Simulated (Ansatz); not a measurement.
# AlF2HS (SMILES [F][Al]([F])[SH]): one structure at several levels

One table from this session's results is given with a row withheld; the runs are named, their logs left out.

Method: single points in def2-TZVPP; program: Ansatz 0.2.0, Gaussian basis.

Correlated methods freeze the cores. B3LYP uses VWN-RPA correlation.

### Where the work starts

SMILES `[F][Al]([F])[SH]`, 5 atoms, charge 0, spin multiplicity 1.

Atoms are counted from 1 here; the program's logs count them from 0.

Bond lengths: F1–Al2 1.701 Å, Al2–F3 1.634 Å, Al2–S4 2.204 Å, S4–H5 1.204 Å. Angles: F1–Al2–F3 116.8°, F1–Al2–S4 122.8°, F3–Al2–S4 120.2°, Al2–S4–H5 97.0°.

Coordinates:

```
atom    x (Å)    y (Å)    z (Å)
  F1   0.8475   0.1673   1.8504
 Al2   0.2335  -0.3942   0.3665
  F3   0.9645  -1.7019  -0.2860
  S4  -1.3658   0.6477  -0.7363
  H5  -0.6564   1.4168  -1.3311
```

The first run:

Input file run/in.yaml:

```yaml
crystal:
  periodic: [false, false, false]
  atoms:
    - {symbol: F, position_ang: [0.847500, 0.167300, 1.850400]}
    - {symbol: Al, position_ang: [0.233500, -0.394200, 0.366500]}
    - {symbol: F, position_ang: [0.964500, -1.701900, -0.286000]}
    - {symbol: S, position_ang: [-1.365800, 0.647700, -0.736300]}
    - {symbol: H, position_ang: [-0.656400, 1.416800, -1.331100]}
basis:
  gaussian: {orbitals: def2-TZVPP}
correlation: {method: ccsd_t}
output: {forces: true}
```

The command line of these runs was not kept.

Among the steps run: CCSD(T)/def2-TZVPP; PBE0-D4/def2-TZVPP; wB97M-V/def2-TZVPP; r2SCAN-D4/def2-TZVPP; PBE-D4/def2-TZVPP; B3LYP-D4/def2-TZVPP; r2SCAN0-D4/def2-TZVPP.

One table of the session follows, with a row left open; its other results are not shown here.

| method | RMS force component (eV/Å) | angle to CCSD(T) forces (°) | dipole (D) |
| --- | --- | --- | --- |
| CCSD(T) | 2.040 | reference | 1.14 |
| PBE0-D4 | 2.090 | 1.3 | 1.22 |
| wB97M-V | 2.034 | 1.6 | 1.18 |
| r2SCAN-D4 | 2.076 | 1.2 | 1.14 |
| PBE-D4 | 2.136 | 6.2 | 1.19 |
| B3LYP-D4 | ? | ? | ? |
| r2SCAN0-D4 | 2.060 | 4.1 | 1.19 |

**Question.** Estimate the row for B3LYP-D4.

**Answer.** RMS force component (eV/Å): 2.044; angle to CCSD(T) forces (°): 1.3; dipole (D): 1.23. In the column «RMS force component (eV/Å)» it lies between CCSD(T) (2.040) and r2SCAN0-D4 (2.060).
